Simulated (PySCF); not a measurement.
**One shape, several levels: InH2F (SMILES [F][InH2])**

We compute a comparison of 6 runs (B3LYP/STO-3G, PBE/STO-3G, wB97X-V/STO-3G, MP2/STO-3G, QCISD(T)/STO-3G, FCI/STO-3G) of InH2F. The job is set up through a Python script.

The calculation is run with PySCF 2.14.0.

2 further runs of the same task are left out: 2 set aside as unsound or not needed.

## 1. The structure to begin with

InH2F: 4 atoms, total charge 0, spin state singlet. As SMILES, `[F][InH2]`. Geometry: relaxed at PBE0-D4/def2-TZVP.

Bond lengths: F1–In2 1.961 Å, In2–H3 1.702 Å, In2–H4 1.702 Å. Angles: F1–In2–H3 110.4°, F1–In2–H4 110.4°, H3–In2–H4 139.2°.

## 2. A single-point energy at B3LYP/STO-3G (run 1)

The input, run.py:

```python
from pyscf import gto, dft

molecule = gto.M(
    atom='''
F     -3.083655    -1.189394     0.356402
In     0.367363     0.098833    -0.049700
H      2.464770    -1.823775     1.451121
H      0.356402     2.800385    -1.795996
''',
    spin=0,
    basis='sto-3g',
    unit='bohr',
    max_memory=1860,
    verbose=4,
)

ks = dft.RKS(molecule, xc='b3lyp')
ks.conv_tol = 1e-10
ks.grids.level = 5
ks.kernel()
if not ks.converged:
    ks = ks.newton().run(ks.mo_coeff, ks.mo_occ)

energy = ks.e_tot
print(f'total energy: {energy:.8f} hartree')
```

Run with:

```bash
$ OMP_NUM_THREADS=1 python run.py
```

What it wrote:

```text
PySCF version 2.14.0

[... 70 lines left out ...]
converged SCF energy = -5784.43026427039
total energy: -5784.43026427 hartree
```

Run time: 4.2 s. Hardware: 1 thread of Arm Neoverse V1, shared host; peak memory 0.26 GiB.

## 3. A single-point energy at PBE/STO-3G (run 2)

The input, run.py:

```python
from pyscf import gto, dft

mol = gto.M(
    atom='''
F       -1.631800      -0.629400       0.188600
In       0.194400       0.052300      -0.026300
H        1.304300      -0.965100       0.767900
H        0.188600       1.481900      -0.950400
''',
    verbose=4,
    max_memory=1860,
    charge=0,
    basis='sto-3g',
)

myscf = dft.RKS(mol)
myscf.xc = 'pbe'
myscf.grids.level = 5
myscf.conv_tol = 1e-10
myscf.kernel()
if not myscf.converged:
    myscf = myscf.newton().run(myscf.mo_coeff, myscf.mo_occ)

energy = myscf.e_tot
print('E(%s) = %.9f' % ('PBE', energy))
```

Run with:

```bash
$ OMP_NUM_THREADS=1 python run.py
```

What it wrote:

```text
PySCF version 2.14.0

[... 73 lines left out ...]
converged SCF energy = -5783.74186479503
E(PBE) = -5783.741864795
```

Run time: 3.9 s. Hardware: 1 thread of Arm Neoverse V1, shared host; peak memory 0.26 GiB.

Runs 3 to 4 aren't shown in full; the table further down has their settings and results.

## 4. The energy at QCISD(T)/STO-3G (run 5)

The input, job.py:

```python
from pyscf import gto, cc

mol = gto.M(
    atom='''
F     -3.083655    -1.189394     0.356402
In     0.367363     0.098833    -0.049700
H      2.464770    -1.823775     1.451121
H      0.356402     2.800385    -1.795996
''',
    unit='bohr',
    basis='sto-3g',
    verbose=3,
    max_memory=1860,
)

calc0 = mol.RHF()
calc0.conv_tol = 1e-10
calc0.kernel()
if not calc0.converged:
    calc0 = calc0.newton().run(calc0.mo_coeff, calc0.mo_occ)

mycc = cc.QCISD(calc0, frozen=19)
mycc.kernel()
e_t = mycc.qcisd_t()
energy = mycc.e_tot + e_t
print('E(%s) = %.9f' % ('QCISD(T)', energy))
```

Run with:

```bash
$ OMP_NUM_THREADS=1 python job.py
```

What it wrote:

```text
converged SCF energy = -5782.05528587554
E(QCISD) = -5782.127206979643  E_corr = -0.07192110410295716
QCISD(T) correction = -0.00410756579570887
E(QCISD(T)) = -5782.131314545
```

Run time: 0.99 s. Hardware: 1 thread of Arm Neoverse V1, shared host; peak memory 0.12 GiB.

## 5. A single-point energy at FCI/STO-3G (run 6)

The input, calc.py:

```python
from pyscf import gto, mcscf
from pyscf import fci

mol = gto.M(
    atom='F -1.631800 -0.629400 0.188600; In 0.194400 0.052300 -0.026300; H 1.304300 -0.965100 0.767900; H 0.188600 1.481900 -0.950400',
    max_memory=1860,
    charge=0,
    basis='sto-3g',
    verbose=3,
    spin=0,
)

mf = mol.RHF()
mf.conv_tol = 1e-10
mf.kernel()
if not mf.converged:
    mf = mf.newton().run(mf.mo_coeff, mf.mo_occ)

cas = mcscf.CASCI(mf, mf.mo_coeff.shape[-1] - 19, (mol.nelec[0] - 19, mol.nelec[1] - 19))  # full CI above the frozen core
cas.fcisolver = fci.direct_spin0.FCI(mol)  # even spin states alone
cas.kernel()
print('<S^2> = %.4f' % cas.fcisolver.spin_square(cas.ci, cas.ncas, cas.nelecas)[0])
etot = cas.e_tot
print('E(%s) = %.9f' % ('FCI', etot))
```

Run with:

```bash
$ OMP_NUM_THREADS=1 python calc.py
```

What it wrote:

```text
converged SCF energy = -5782.05528590424
CASCI E = -5782.13085242063  E(CI) = -117.246058658247  S^2 = 0.0000000
<S^2> = 0.0000
E(FCI) = -5782.130852421
```

Run time: 58 s. Hardware: 1 thread of Arm Neoverse V1, shared host; peak memory 0.52 GiB.

## 6. Overview of the runs

```
run            level  nlc grid  integration grid   energy (Eh)  dipole moment (D) of the reference  HOMO energy (eV)  LUMO energy (eV)  wall time
  1     B3LYP/STO-3G         –                 5  -5784.430264                                0.57             -3.59              1.99      4.2 s
  2       PBE/STO-3G         –                 5  -5783.741865                                0.20             -1.98              1.33      3.9 s
  3   wB97X-V/STO-3G         1                 5  -5784.136849                                0.77             -6.14              4.59       18 s
  4       MP2/STO-3G         –                 –  -5782.106544                                1.77             -8.41              5.95     0.86 s
  5  QCISD(T)/STO-3G         –                 –  -5782.131315                                1.77             -8.41              5.95     0.99 s
  6       FCI/STO-3G         –                 –  -5782.130852                                1.77             -8.41              5.95       58 s
```

## 7. What came out

| quantity | value |
| --- | --- |
| run 6: total energy | -5782.13085 Eh |
| run 6: dipole moment (Hartree–Fock density) | 1.77 D |
| run 6: HOMO energy (Hartree–Fock orbitals) | -8.41 eV |
| run 6: LUMO energy (Hartree–Fock orbitals) | 5.95 eV |
| run 6: HOMO–LUMO gap (Hartree–Fock orbitals) | 14.36 eV |
| run 6: correlation energy (19 core orbitals frozen) | -75.6 mEh |

**Reading.** Against full CI in this basis: MP2 +24.3 mEh; QCISD(T) -0.5 mEh. Over runs 1, 2, 3 the dipole moment (its size) runs from 0.20 D (PBE/STO-3G) to 0.77 D (wB97X-V/STO-3G). Over runs 1, 2, 3 the HOMO–LUMO gap runs from 3.31 eV (PBE/STO-3G) to 10.73 eV (wB97X-V/STO-3G). Totals of different functionals can't be ranked against each other. In runs 1, 2, 3, 4, 5, 6 the basis is minimal, so the values are rough. In runs 1, 2, 3, 4, 5, 6 relativity is left out where basis or elements ask for it. All runs together took 87 s, the longest 58 s.
